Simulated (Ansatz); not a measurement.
# RuBr2: the cost of one run

Computed with Ansatz 0.2.0 (DFT r²SCAN+U (U = 2 eV, J = 0.5 eV on Ru d), plane waves, PAW, unless a step's input says otherwise).

1 further run of the same task is left out (it didn't finish). Runs told in other sessions of the task aren't counted.

## 1. Starting point

It takes space group C2/m (No. 12, monoclinic). Conventional cell: a = 6.649 Å, b = 4.076 Å, c = 4.688 Å, α = 90.00°, β = 90.04°, γ = 90.00°. Ru (site symmetry 2/m) is surrounded by 6 Br at 2.48 to 2.75 Å. Around Br (site symmetry m) lie 3 Ru at 2.48 to 2.75 Å.

Structure file:

```cif
data_structure
_symmetry_space_group_name_H-M 'P 1'
_symmetry_Int_Tables_number 1
_cell_length_a 3.8992
_cell_length_b 3.8992
_cell_length_c 4.6879
_cell_angle_alpha 90.034
_cell_angle_beta 90.034
_cell_angle_gamma 63.018
_cell_volume 63.52
loop_
_atom_site_label
_atom_site_type_symbol
_atom_site_fract_x
_atom_site_fract_y
_atom_site_fract_z
_atom_site_occupancy
Ru1 Ru 0.00000 0.00000 0.00000 1
Br1 Br 0.68790 0.68790 0.28890 1
Br2 Br 0.31210 0.31210 0.71110 1
```

Magnetic order typed: ferromagnetic.

## 2. From atoms, symmetry kept, no search

Input file input.yaml:

```yaml
crystal:
  lattice:
    - [3.3242801, -2.03784983, 0.0]
    - [3.3242801, 2.03784983, 0.0]
    - [-0.00327279, 0.0, 4.68793204]
  atoms:
    - { symbol: Ru, position: [0.0, 0.0, 0.0], spin: 4.0 }
    - { symbol: Br, position: [0.6879, 0.6879, 0.2889] }
    - { symbol: Br, position: [0.3121, 0.3121, 0.7111] }
basis:
  ecutwfc: 500
  ecutrho_ratio: 4
kpoints:
  mp_grid: { grid: [6, 6, 4] }
hamiltonian:
  xc: r2scan
  hubbard: { sites: [{ site: 0, l: d, u: 2.0, j: 0.5 }] }
scf:
  occupations: { method: gaussian, width: 0.05 }
  lower_state_search: "off"
  max_iter: 150
output:
  forces: true
  stress: true
  eigenvalues: true
  populations: true
  hubbard: { sites: [{ site: 0, l: d }] }
magnetization:
  spin_polarized: true
```

Run with:

```console
$ ansatz run input.yaml --threads 4 --pin off --max-ram 6144MiB --backend cpu --events-out ev --progress --plain --runs-dir out
```

Q: Estimate wall time and peak memory on 4 threads of Arm Neoverse N1, shared host.

About 31 s, with a peak of 0.64 GiB.
